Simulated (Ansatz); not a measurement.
# CH4AlClSi, SMILES Cl[SiH]1[CH2][AlH]1: a geometry optimisation

With Ansatz's Python interface.

At the Python prompt:
```pycon
>>> import ansatz
>>> import numpy as np
>>> import pandas as pd
>>> geometry_ang = [
...     ('Cl', (-2.167, 1.4247, -0.1029)),
...     ('Si', (-0.4771, 0.5668, -0.8504)),
...     ('C', (0.7047, 0.2455, 0.5154)),
...     ('Al', (0.1263, -1.5441, 0.115)),
...     ('H', (0.1706, 1.093, -2.0791)),
...     ('H', (0.4241, 0.6719, 1.5092)),
...     ('H', (1.8201, 0.4215, 0.2419)),
...     ('H', (-0.5095, -2.9363, 0.5953)),
... ]
>>> molecule = ansatz.Crystal.molecule()
>>> for symbol, xyz in geometry_ang:
...     molecule = molecule.atom(symbol, xyz)
...
>>> calculation = (
...     molecule.calculation()
...     .basis(gaussian='def2-SVP')
...     .functional('pbe')
... )
>>> symbols = [site.symbol for site in molecule.cartesian_sites]
>>> start = np.array([site.position_ang for site in molecule.cartesian_sites], dtype=float)
>>> summary = calculation.relax(force_tolerance=0.01).run().report

>>> end = np.array(summary['positions_ang'])
>>> print(f'E = {summary["free_energy_ev"]:.6f} eV = {summary["free_energy_ev"] / 27.211386246:.7f} Ha')
E = -28075.269750 eV = -1031.7471332 Ha
>>> print('converged:', summary['converged'], ' doubts:', summary['published_state_doubts'] or 'none')
converged: True  doubts: none
>>> print('bond        before    after (A)')
bond        before    after (A)
>>> for i, j in [(0, 1), (1, 2), (1, 3), (1, 4), (2, 3), (2, 5), (2, 6), (3, 7)]:
...     d0, d1 = (np.linalg.norm(xyz[i] - xyz[j]) for xyz in (start, end))
...     print(f'{symbols[i]}{i}-{symbols[j]}{j}'.ljust(10), f'{d0:8.4f} {d1:8.4f}')
...
Cl0-Si1      2.0373   2.1080
Si1-C2       1.8345   1.9243
Si1-Al3      2.3983   2.3552
Si1-H4       1.4853   1.5084
C2-Al3       1.9229   1.9738
C2-H5        1.1172   1.1082
C2-H6        1.1618   1.1214
Al3-H7       1.6041   1.5977
>>> for i, j, k in [(0, 1, 2), (0, 1, 3), (0, 1, 4), (2, 1, 3), (2, 1, 4), (3, 1, 4), (1, 2, 3), (1, 2, 5)]:
...     u, v = end[i] - end[j], end[k] - end[j]
...     print(f'angle {symbols[i]}{i}-{symbols[j]}{j}-{symbols[k]}{k}: {np.degrees(np.arccos(np.clip(u @ v / np.linalg.norm(u) / np.linalg.norm(v), -1, 1))):.2f} deg')
...
angle Cl0-Si1-C2: 110.09 deg
angle Cl0-Si1-Al3: 110.17 deg
angle Cl0-Si1-H4: 107.51 deg
angle C2-Si1-Al3: 53.79 deg
angle C2-Si1-H4: 119.00 deg
angle Al3-Si1-H4: 141.38 deg
angle Si1-C2-Al3: 74.33 deg
angle Si1-C2-H5: 124.63 deg
>>> charges = summary['charge_distribution']
>>> table = pd.DataFrame({'atom': symbols, 'mulliken': charges['mulliken_charges_e'], 'lowdin': charges['lowdin_charges_e']})
>>> table.round(3)
  atom  mulliken  lowdin
0   Cl    -0.243   0.061
1   Si     0.204   0.081
2    C    -0.428  -0.289
3   Al     0.419   0.217
4    H    -0.031  -0.068
5    H     0.082   0.026
6    H     0.085   0.061
7    H    -0.087  -0.090
>>> print('dipole (e A):', np.round(charges['dipole_moment_e_ang'], 4) + 0.0)
dipole (e A): [ 0.3568 -0.2829  0.0543]
>>> with open('ch4alclsi_opt.xyz', 'w') as handle:
...     handle.write(f'{len(symbols)}\nrelaxed CH4AlClSi\n')
...     handle.writelines(f'{s:2s} {x:11.6f} {y:11.6f} {z:11.6f}\n' for s, (x, y, z) in zip(symbols, end))
...
20
```

`ch4alclsi_opt.xyz`, as written:
```text
8
relaxed CH4AlClSi
Cl   -2.260389    1.397578   -0.315531
Si   -0.427073    0.545104   -0.912044
C     0.677223    0.208279    0.627388
Al   -0.115540   -1.534634    0.148342
H     0.121790    1.389167   -2.035309
H     0.679964    0.825602    1.547677
H     1.722851    0.148852    0.226474
H    -0.306626   -3.036948    0.657405
```

Caveats:
- Total energies depend on the basis set; only differences at equal settings carry meaning.
- The end point is the stationary point reached from this start; no frequency run checks that it is a minimum, and the basis set is modest.
- The Löwdin charges here are taken after orthogonalising the functions within each atom; they differ from plain Löwdin charges, and their signs can be unphysical.
- Wall time of the script: 41 s on 1 thread of Arm Neoverse V2, with other jobs on the host, peak memory 0.26 GiB.

(Lines on the test bed's own set-up are left out of the output.)
